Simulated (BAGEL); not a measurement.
**CH4ClFOSi (SMILES C[Si](O)(F)Cl): a chain of runs**

Aim: a single-point energy (HF/def2-SVP), then a single-point energy (NEVPT2(2,2)/def2-SVP) of CH4ClFOSi. 

Program for the calculation: BAGEL 1.2.2.

2 further runs of the same task are left out: 2 set aside as unsound or not needed.

### 1 Starting point

CH4ClFOSi has 9 atoms, charge 0, and is taken as a singlet. As SMILES, `C[Si](O)(F)Cl`. The Si2–Cl5 distance was set to 2.766 Å, away from the relaxed value.

Bond lengths: C1–Si2 1.834 Å, Si2–O3 1.623 Å, Si2–F4 1.591 Å, C1–H6 1.091 Å, C1–H7 1.091 Å, C1–H8 1.092 Å, O3–H9 0.958 Å. Angles: C1–Si2–O3 109.4°, C1–Si2–F4 110.3°, O3–Si2–F4 109.9°, Si2–C1–H6 110.4°, Si2–C1–H7 110.5°, Si2–C1–H8 110.0°, Si2–O3–H9 119.2°, H6–C1–H7 108.6°, H6–C1–H8 108.6°, H7–C1–H8 108.6°. A long bond or contact: Si2–Cl5 2.766 Å.

### 2 A single-point energy at HF/def2-SVP (density fitting with svp-jkfit) (run 1)

Contents of input.json:

```json
{ "bagel": [

{
  "title": "molecule",
  "basis": "svp",
  "df_basis": "svp-jkfit",
  "angstrom": true,
  "geometry": [
    { "atom": "C", "xyz": [      -1.187235,      -0.836291,       0.794688 ] },
    { "atom": "Si", "xyz": [       0.516465,      -0.439291,       0.244488 ] },
    { "atom": "O", "xyz": [       1.003265,      -1.544291,      -0.840012 ] },
    { "atom": "F", "xyz": [       1.508465,      -0.427391,       1.488688 ] },
    { "atom": "Cl", "xyz": [       0.689400,       2.097500,      -0.845100 ] },
    { "atom": "H", "xyz": [      -1.878435,      -0.799591,      -0.049012 ] },
    { "atom": "H", "xyz": [      -1.521135,      -0.122991,       1.550188 ] },
    { "atom": "H", "xyz": [      -1.216635,      -1.839991,       1.224888 ] },
    { "atom": "H", "xyz": [       1.815865,      -1.395691,      -1.326112 ] }
  ]
},

{
  "title": "hf"
},

{
  "title": "print",
  "file": "orbitals.molden",
  "orbitals": true
}

]}
```

Launch:

```sh
$ BAGEL_NUM_THREADS=1 BAGEL input.json > input.out
```

What it wrote:

```text
* using 1 threads per process

  ===============================================================
  ===============================================================

  *** Geometry ***

  { "atom" : "C", "xyz" : [     -2.243549,     -1.580361,      1.501743 ] },
  { "atom" : "Si", "xyz" : [      0.975977,     -0.830140,      0.462015 ] },
  { "atom" : "O", "xyz" : [      1.895896,     -2.918287,     -1.587393 ] },
  { "atom" : "F", "xyz" : [      2.850586,     -0.807652,      2.813213 ] },
  { "atom" : "Cl", "xyz" : [      1.302777,      3.963701,     -1.597008 ] },
  { "atom" : "H", "xyz" : [     -3.549728,     -1.511008,     -0.092619 ] },
  { "atom" : "H", "xyz" : [     -2.874529,     -0.232419,      2.929431 ] },
  { "atom" : "H", "xyz" : [     -2.299107,     -3.477079,      2.314703 ] },
  { "atom" : "H", "xyz" : [      3.431488,     -2.637474,     -2.505988 ] },

  Number of auxiliary basis functions:      557

  Since a DF basis is specified, we compute 2- and 3-index integrals:
    o Being stored without compression. Storage requirement is 0.043 GB

  Number of basis functions:       98
  Number of electrons      :       58

    * METHOD: MOLECULE                             0.53

  *** RHF ***

  === Nuclear Repulsion ===
   284.8256033321

      * DIIS with orbital gradients will be used.

  === RHF iteration (svp) ===
      0       -962.35600941          0.01875286           0.19
      1       -962.54978661          0.01144562           0.18
      2       -962.63578424          0.00123378           0.18
      3       -962.63730735          0.00043708           0.18
      4       -962.63750181          0.00007624           0.18
      5       -962.63751410          0.00002526           0.18
      6       -962.63751569          0.00001355           0.18
      7       -962.63751602          0.00000339           0.18
      8       -962.63751604          0.00000099           0.18
      9       -962.63751604          0.00000034           0.18
     10       -962.63751604          0.00000014           0.18
     11       -962.63751604          0.00000004           0.18
     12       -962.63751604          0.00000001           0.18
     13       -962.63751604          0.00000001           0.18
    * SCF iteration converged.

    * Permanent dipole moment:
           (    0.390432,     1.617864,    -0.266507) a.u.

    * METHOD: HF                                   2.92

    * METHOD: PRINT                                0.04

  ===============================================================
```

It took 3.9 s on 1 thread of Arm Neoverse N1, shared host; peak memory 0.16 GiB.

### 3 A single-point energy at NEVPT2(2,2)/def2-SVP (density fitting with svp-jkfit) (run 2)

Contents of calc.json:

```json
{ "bagel": [

{
  "title": "molecule",
  "basis": "svp",
  "df_basis": "svp-jkfit",
  "angstrom": true,
  "geometry": [
    { "atom": "C", "xyz": [   -1.187235,   -0.836291,    0.794688 ] },
    { "atom": "Si", "xyz": [    0.516465,   -0.439291,    0.244488 ] },
    { "atom": "O", "xyz": [    1.003265,   -1.544291,   -0.840012 ] },
    { "atom": "F", "xyz": [    1.508465,   -0.427391,    1.488688 ] },
    { "atom": "Cl", "xyz": [    0.689400,    2.097500,   -0.845100 ] },
    { "atom": "H", "xyz": [   -1.878435,   -0.799591,   -0.049012 ] },
    { "atom": "H", "xyz": [   -1.521135,   -0.122991,    1.550188 ] },
    { "atom": "H", "xyz": [   -1.216635,   -1.839991,    1.224888 ] },
    { "atom": "H", "xyz": [    1.815865,   -1.395691,   -1.326112 ] }
  ]
},
{ "title": "hf" },
{ "title": "casscf", "nstate": 1, "nact": 2, "nclosed": 28, "active": [27, 30], "maxiter": 200, "natocc": true },
{ "title": "nevpt2", "nstate": 1, "nact": 2, "nclosed": 28, "active": [27, 30], "maxiter": 200, "natocc": true, "ncore": 13 },
{ "title": "print", "file": "orbitals.molden", "orbitals": true }

]}
```

Launch:

```sh
$ BAGEL_NUM_THREADS=1 BAGEL calc.json > calc.out
```

What it wrote:

```text
* using 1 threads per process

  ===============================================================
  ===============================================================

  *** Geometry ***

  { "atom" : "C", "xyz" : [     -2.243549,     -1.580361,      1.501743 ] },
  { "atom" : "Si", "xyz" : [      0.975977,     -0.830140,      0.462015 ] },
  { "atom" : "O", "xyz" : [      1.895896,     -2.918287,     -1.587393 ] },
  { "atom" : "F", "xyz" : [      2.850586,     -0.807652,      2.813213 ] },
  { "atom" : "Cl", "xyz" : [      1.302777,      3.963701,     -1.597008 ] },
  { "atom" : "H", "xyz" : [     -3.549728,     -1.511008,     -0.092619 ] },
  { "atom" : "H", "xyz" : [     -2.874529,     -0.232419,      2.929431 ] },
  { "atom" : "H", "xyz" : [     -2.299107,     -3.477079,      2.314703 ] },
  { "atom" : "H", "xyz" : [      3.431488,     -2.637474,     -2.505988 ] },

  Number of auxiliary basis functions:      557

  Since a DF basis is specified, we compute 2- and 3-index integrals:
    o Being stored without compression. Storage requirement is 0.043 GB

  Number of basis functions:       98
  Number of electrons      :       58

    * METHOD: MOLECULE                             0.54

  *** RHF ***

  === Nuclear Repulsion ===
   284.8256033321

      * DIIS with orbital gradients will be used.

  === RHF iteration (svp) ===
      0       -962.35600941          0.01875286           0.19
      1       -962.54978661          0.01144562           0.18
      2       -962.63578424          0.00123378           0.18
      3       -962.63730735          0.00043708           0.18
      4       -962.63750181          0.00007624           0.18
      5       -962.63751410          0.00002526           0.18
      6       -962.63751569          0.00001355           0.18
      7       -962.63751602          0.00000339           0.18
      8       -962.63751604          0.00000099           0.18
      9       -962.63751604          0.00000034           0.18
     10       -962.63751604          0.00000014           0.18
     11       -962.63751604          0.00000004           0.18
     12       -962.63751604          0.00000001           0.18
     13       -962.63751604          0.00000001           0.18
    * SCF iteration converged.

    * Permanent dipole moment:
           (    0.390432,     1.617864,    -0.266507) a.u.

    * METHOD: HF                                   2.97

  ---------------------------
      CASSCF calculation
  ---------------------------

    ==== Active orbitals : =====
         Orbital 27
         Orbital 30
    ============================

    * nstate   :      1
    * nclosed  :     28
    * nact     :      2
    * nvirt    :     68
  === CASSCF iteration (svp) ===

    * Using the second-order algorithm

      0  0      -962.64668419     1.45e-03      0.05

      1  0      -962.65427041     5.52e-04      1.02

      2  0      -962.65600610     4.33e-04      1.11

      3  0      -962.65613382     1.97e-04      1.01

      4  0      -962.65614782     7.54e-05      1.04

      5  0      -962.65614967     2.77e-05      1.05

      6  0      -962.65614992     1.01e-05      1.03

      7  0      -962.65614995     3.67e-06      1.07

      8  0      -962.65614995     1.34e-06      1.03

      9  0      -962.65614995     4.85e-07      1.05

     10  0      -962.65614995     1.76e-07      0.97

     11  0      -962.65614995     6.40e-08      0.94

     12  0      -962.65614995     2.32e-08      0.87

     13  0      -962.65614995     8.45e-09      0.83

    * Second-order optimization converged. *

     guess   0:   closed 1.                   open ..

  === FCI iteration ===

      0  0      -962.63535658     5.97e-02      0.00
      1  0      -962.65466916     1.19e-02      0.00
      2  0 *    -962.65614995     4.26e-16      0.00

     * ci vector, state   0, <S^2> = 0.0000
       2.     0.9847523792
       .2    -0.1739619261

    * METHOD: CASSCF                              13.47

    * freezing 13 orbitals

  === DF-NEVPT2 calculation ===

    * 3-index integral transformation done
    * assembly done

      NEVPT2 correlation energy:   -0.7211454558      0.44

          (+0)     -0.6305311641
          (+0)'    -0.0211463495
          (+1)     -0.0254242186
          (+1)'    -0.0000000000
          (+2)     -0.0009235552
          (-1)     -0.0387998351
          (-1)'     0.0000000000
          (-2)     -0.0043203332

      NEVPT2 total energy:       -963.3772954091

    * METHOD: NEVPT2                               0.77

    * METHOD: PRINT                                0.03

  ===============================================================
```

Run time: 18 s. Hardware: 1 thread of Arm Neoverse N1, shared host; peak memory 0.16 GiB.

### 4 Results

| quantity | value |
| --- | --- |
| run 1, HF/def2-SVP: total energy | -962.63752 Eh |
| run 1, HF/def2-SVP: dipole moment | 4.28 D |
| run 1, HF/def2-SVP: HOMO energy | -10.98 eV |
| run 1, HF/def2-SVP: LUMO energy | 1.55 eV |
| run 1, HF/def2-SVP: HOMO–LUMO gap | 12.53 eV |
| run 2, NEVPT2(2,2)/def2-SVP: total energy | -963.37730 Eh |
